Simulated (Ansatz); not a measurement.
**C3H6OSSi: up Jacob's ladder to CCSD(T)**

One table from this session's results is given with a row withheld; the runs are named, their logs left out.

Program: Ansatz 0.2.0, Gaussian basis. Level of theory: functionals in def2-TZVPP, the program's frozen cores in correlated methods. These are calculated values, not measurements.

Plan: PBE-D4, r2SCAN-D4, PBE0-D4, B3LYP-D4, ωB97X-V, ωB97M-V, B2PLYP; CCSD(T)/def2-TZVPP; MP2/def2-QZVPP; extrapolation to the limit.

## Structure used throughout

The geometry comes from an earlier relaxation with PBE0-D4 in a triple-zeta def2 set; it is a stationary point, not always the lowest conformer.

SMILES `C=C=C(S)O[SiH3]`, 12 atoms, charge 0, spin multiplicity 1.

Atoms are counted from 1 here; the program's logs count them from 0.

Bond lengths: C1–C2 1.302 Å, C1–H7 1.088 Å, C1–H8 1.088 Å, C2–C3 1.306 Å, C3–S4 1.766 Å, C3–O5 1.357 Å, S4–H9 1.341 Å, O5–Si6 1.667 Å, Si6–H10 1.483 Å, Si6–H11 1.483 Å, Si6–H12 1.479 Å. Angles: C2–C1–H7 121.7°, C2–C1–H8 121.7°, H7–C1–H8 116.5°, C1–C2–C3 179.7°, C2–C3–S4 125.1°, C2–C3–O5 125.2°, S4–C3–O5 109.7°, C3–S4–H9 95.3°, C3–O5–Si6 122.8°, O5–Si6–H10 110.4°, O5–Si6–H11 110.4°, O5–Si6–H12 104.1°, H10–Si6–H11 109.8°, H10–Si6–H12 111.0°, H11–Si6–H12 111.0°.

Set-up of the first run:

Input file in.yaml:

```yaml
crystal:
  periodic: [false, false, false]
  atoms:
    - {symbol: C, position_ang: [0.649189, -1.962043, -0.182502]}
    - {symbol: C, position_ang: [-0.175989, -0.973975, 0.012983]}
    - {symbol: C, position_ang: [-1.009569, 0.012579, 0.209259]}
    - {symbol: S, position_ang: [-2.732800, -0.166482, 0.553059]}
    - {symbol: O, position_ang: [-0.683183, 1.329317, 0.180418]}
    - {symbol: Si, position_ang: [0.865603, 1.869646, -0.116912]}
    - {symbol: H, position_ang: [0.828691, -2.369781, -1.175381]}
    - {symbol: H, position_ang: [1.197262, -2.420937, 0.638039]}
    - {symbol: H, position_ang: [-2.728898, -1.506926, 0.507367]}
    - {symbol: H, position_ang: [1.318411, 1.427094, -1.458393]}
    - {symbol: H, position_ang: [1.797170, 1.363614, 0.920696]}
    - {symbol: H, position_ang: [0.751113, 3.342697, -0.054635]}
basis:
  gaussian: {orbitals: def2-TZVPP}
hamiltonian: {xc: pbe, dispersion: d4}
output: {forces: true, orbitals: {seedname: orbitals}}
```

Launch:

```
ansatz run in.yaml --threads 4 --pin off --events-out ev --progress --plain --max-ram 10444MiB
```

Steps of the session up to this table: PBE-D4 (GGA); r2SCAN-D4 (meta-GGA); PBE0-D4 (hybrid); B3LYP-D4 (hybrid); ωB97X-V (range-separated); ωB97M-V (range-separated); B2PLYP (double hybrid); CCSD(T) in def2-TZVPP; MP2 in def2-QZVPP.

One of the session's tables, all rows but one given; the rest of the session is left out.

It belongs to the step «Atomisation energies». 

| method | atomisation energy (kcal/mol) |
| --- | --- |
| PBE-D4 | 1121.2 |
| r2SCAN-D4 | 1097.4 |
| PBE0-D4 | 1095.7 |
| B3LYP-D4 | 1092.5 |
| ωB97X-V | 1094.0 |
| ωB97M-V | 1095.6 |
| B2PLYP | 1079.0 |
| HF/def2-TZVPP | ? |
| MP2/def2-TZVPP | 1081.7 |
| CCSD/def2-TZVPP | 1038.5 |
| CCSD(T)/def2-TZVPP | 1059.2 |
| MP2/CBS | 1112.5 |
| CCSD(T)/CBS | 1090.0 |

Q: Estimate the row for HF/def2-TZVPP from the others.

As computed: atomisation energy (kcal/mol): 774.7. In the column «atomisation energy (kcal/mol)» it is the lowest.
